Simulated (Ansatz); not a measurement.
## YbB2 in Ansatz: convergence with xc grid

Input of the first run (xc grid 1); the others differ in this setting and in those tied to it:

Contents of input.yaml:

```yaml
crystal:
  lattice:
    - [3.2503, 0.0, 0.0]
    - [-1.62515, 2.8148423699, 0.0]
    - [0.0, 0.0, 3.7315]
  atoms:
    - { symbol: Yb, position: [0.0, 0.0, 0.0], spin: 1.0 }
    - { symbol: B, position: [0.6666666667, 0.3333333333, 0.5] }
    - { symbol: B, position: [0.3333333333, 0.6666666667, 0.5] }
hamiltonian:
  xc: pbe
  pseudopotentials: { kind: paw }
magnetization:
  spin_polarized: true
kpoints:
  mp_grid: { grid: [8, 8, 6] }
scf:
  occupations: { method: gaussian, width: 0.1 }
output:
  forces: true
  stress: true
  eigenvalues: true
basis:
  xc_grid: 1
```

Potentials or basis: Ansatz PAW.

Command:

```console
$ ansatz run input.yaml --threads 2 --pin off --max-ram 5632MiB --backend cpu --events-out ev --progress --plain --runs-dir out
```

Hardware: 2 threads of Arm Neoverse V2, with other jobs on the host.

```tsv
xc grid	energy less the tightest run, at zero smearing (meV/atom)	SCF cycles	CPU time (s)	peak memory (GiB)
1	0.01	14	6.2	0.36
2	0.00	14	6.3	0.36
3	0.00	14	6.5	0.37
4	0.00	14	6.5	0.39
5	0.00	14	6.7	0.42
```

Against the tightest run, the energy stays within 1 meV/atom from 1 on. The tightest run that finished is the yardstick and may itself not be fully converged.

Caveat, for the tightest run too: spin-orbit coupling is left out, which moves the levels of the heavy elements; without U or exact exchange the open f shell lies at the Fermi level, which spoils levels, moments and volumes; the starting moments weren't kept. The state reached can hang on the start; a lower one may exist.
